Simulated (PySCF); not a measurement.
**MnNOH: structure of the doublet**

Where does doublet MnNOH go from a linear start, is the end point a minimum, and what are its modes, charges and moments?

Program: PySCF 2.14.0. Level of theory: PBE0, basis Mn def2-TZVP, N def2-TZVP, O def2-TZVP, H def2-TZVP, no relativity, density fitting. These are calculated values, not measurements.

## (1) The starting structure

4 atoms, charge 0, spin multiplicity 2.

Bond lengths: Mn1–N2 1.650 Å, Mn1–O3 1.820 Å, O3–H4 0.960 Å. Angles: N2–Mn1–O3 180.0°, Mn1–O3–H4 130.0°.

Coordinates in bohr (charge 0 multiplicity 2):
```
Mn   -0.0163    0.0000    0.1861
N    -0.0163    0.0000    3.3041
O    -0.0163    0.0000   -3.2532
H     1.3734    0.0000   -4.4194
```

## (2) Relaxing the doublet from the linear start

One driver script runs all steps and calls PySCF; scf.py shows how it sets up the SCF of each step. The optimiser is the driver's own. Before each start the driver seeks the lowest SCF state from one or more starting densities and follows internal instabilities, so scf.py alone need not reach the same state.

The program finds Cs symmetry in the start, which this walk keeps. The walk stops when the largest gradient is under 0.0003 Eh/bohr and the energy has settled too.

File scf.py:

```python
from pyscf import gto, scf, dft
mol = gto.M(atom='''
Mn    -0.008624     0.000000     0.098458
N     -0.008624     0.000000     1.748458
O     -0.008624     0.000000    -1.721542
H      0.726776     0.000000    -2.338642''',
    basis={'Mn': 'def2-TZVP', 'N': 'def2-TZVP', 'O': 'def2-TZVP', 'H': 'def2-TZVP'},
    charge=0, spin=1)
mf = dft.UKS(mol, xc='PBE0')
mf.grids.atom_grid = (50, 194)
aux = {'Mn': 'def2-universal-JKFIT', 'N': 'def2-universal-JKFIT', 'O': 'def2-universal-JKFIT', 'H': 'def2-universal-JKFIT'}
mf = mf.density_fit(auxbasis=aux)
mf.kernel()
```

The optimiser's trace:

```csv
step,energy (Eh),change (kJ/mol),largest symmetric gradient (Eh/bohr)
0,-1281.173445,0.00,0.01757
1,-1281.174472,-2.70,0.01336
2,-1281.179205,-15.12,0.01068
3,-1281.179732,-16.51,0.04074
4,-1281.181507,-21.17,0.00887
5,-1281.182077,-22.66,0.00518
6,-1281.182332,-23.33,0.00673
7,-1281.182483,-23.73,0.00623
8,-1281.183056,-25.23,0.01363
9,-1281.183362,-26.04,0.01212
10,-1281.183686,-26.89,0.00320
11,-1281.183747,-27.05,0.00340
12,-1281.183777,-27.13,0.00206
13,-1281.183783,-27.14,0.00139
14,-1281.183788,-27.16,0.00061
15,-1281.183790,-27.16,0.00023
```

The walk needed 49 s of wall time on 8 threads, shared host.

After 15 steps and 27.2 kJ/mol it ends at Cs: Mn–N 1.502 Å, Mn–O 1.787 Å, O–H 0.956 Å; H–O–Mn 130.8°, N–Mn–O 140.5°.

## (3) Is it a minimum? Harmonic modes

The point is checked on the finer grid, and tightened if its gradient asks for it. The Hessian and the dipole derivatives come from central differences of analytic gradients, with steps of 0.01 bohr.

scf.py: that of step 2 with these lines changed.

```diff
@@ -3,4 +3,4 @@
-Mn    -0.008624     0.000000     0.098458
-N     -0.008624     0.000000     1.748458
-O     -0.008624     0.000000    -1.721542
-H      0.726776     0.000000    -2.338642''',
+Mn    -0.207039     0.000000     0.130334
+N      0.490849     0.000000     1.459188
+O      0.188763     0.000000    -1.611234
+H      1.038314     0.000000    -2.050338''',
@@ -10 +10 @@
-mf.grids.atom_grid = (50, 194)
+mf.grids.atom_grid = (75, 302)
```

The driver hands on the density of the step before, so the log starts near convergence.

SCF at the final geometry:

```text
init E= -1281.18386135418
[... the frontier-level lines of each cycle are left out ...]
cycle= 1 E= -1281.18386135273  delta_E= 1.45e-09  |g|= 8.64e-05  |ddm|= 4.16e-05
cycle= 2 E= -1281.18386128216  delta_E= 7.06e-08  |g|= 0.000522  |ddm|= 0.000187
cycle= 3 E= -1281.18386135511  delta_E= -7.29e-08  |g|= 1.59e-05  |ddm|= 0.000156
cycle= 4 E= -1281.1838613553  delta_E= -1.88e-10  |g|= 7.58e-06  |ddm|= 1.18e-05
cycle= 5 E= -1281.18386135561  delta_E= -3.08e-10  |g|= 7.15e-06  |ddm|= 2.76e-05
cycle= 6 E= -1281.18386135666  delta_E= -1.06e-09  |g|= 2.81e-06  |ddm|= 0.000147
cycle= 7 E= -1281.1838613569  delta_E= -2.33e-10  |g|= 1.41e-06  |ddm|= 7.61e-05
cycle= 8 E= -1281.18386135693  delta_E= -3.32e-11  |g|= 1.25e-06  |ddm|= 2.38e-05
Extra cycle  E= -1281.18386135693  delta_E= 2.73e-12  |g|= 5.13e-06  |ddm|= 3.19e-06
converged SCF energy = -1281.18386135693  <S^2> = 1.4350897  2S+1 = 2.5962201
```

The whole step took 96 s.

Geometry: Cs; Mn–N 1.501 Å, Mn–O 1.786 Å, O–H 0.956 Å; H–O–Mn 130.1°, N–Mn–O 139.5°.

Modes, for the most abundant isotopes:

```tsv
symmetry	ω (cm⁻¹)	IR (km/mol)
a'	147	28.7
a''	388	144
a'	561	194
a'	708	66.8
a'	919	127
a'	3943	116
```

All wavenumbers are real: a minimum.

Constants and moments:

* Dipole moment: 1.24 D
* Highest occupied level: -6.23 eV
* Lowest empty level: -2.90 eV
* Rotational constants: 2.294, 0.2202, 0.2009 cm⁻¹
* Zero-point energy: 39.9 kJ/mol
* Principal polarisabilities: 32.1, 40.9, 51.6 bohr³
* Atomisation energy without zero-point energy: 942 kJ/mol
* Principal traceless quadrupole moments about the centre of mass: -9.84, 2.04, 7.80 D Å
* Entropy at 298.15 K and 1 bar (electronic part: spin only): 282.9 J/(mol K)
* Heat capacity Cp at 298.15 K: 57.5 J/(mol K)
* Enthalpy at 298.15 K above 0 K: 13.36 kJ/mol
* Rotational symmetry number: 1
* Spin squared ⟨S²⟩: 1.435

Populations by atom (charges in e):

```
atom  Mulliken  Löwdin  polar tensor  spin (Mulliken)  Mayer order to Mn1
 Mn1      0.92    0.35          1.15             1.75                   –
  N2     -0.46   -0.15         -0.45            -0.75                2.75
  O3     -0.78   -0.35         -0.99             0.00                0.82
  H4      0.32    0.16          0.29             0.00                0.02
```

Mulliken populations on Mn1: s 6.21, p 12.23, d 5.64, f 0.01.

## (4) Results

```
                                          quantity                                                                  value
                                           minimum                                                            doublet, Cs
                                          geometry  Mn–N 1.501 Å, Mn–O 1.786 Å, O–H 0.956 Å; H–O–Mn 130.1°, N–Mn–O 139.5°
                                wavenumbers (cm⁻¹)           147 (a'), 388 (a''), 561 (a'), 708 (a'), 919 (a'), 3943 (a')
                                     dipole moment                                                                 1.24 D
highest occupied, lowest empty level (either spin)                                                        -6.23, -2.90 eV
                        polar-tensor charge of Mn1                                                                +1.15 e
                                 zero-point energy                                                            39.9 kJ/mol
                               entropy at 298.15 K                                                        282.9 J/(mol K)
         atomisation energy (no zero-point energy)                                                             942 kJ/mol
                                              ⟨S²⟩                                                                  1.435
```

In words: The linear start keeps its Cs symmetry and ends in a minimum. The determinant is spin-contaminated (⟨S²⟩ = 1.44 against 0.75), so it is no pure spin state. The strongest infrared band lies at 561 cm⁻¹ (a'). Most of the spin sits on Mn1 (Mulliken spin 1.75, against 1 for the whole molecule). Other starts or spin states, not run here, may lie lower. One determinant may miss the lowest occupation of an open d or f shell.

The search up to here took 3.1 min.
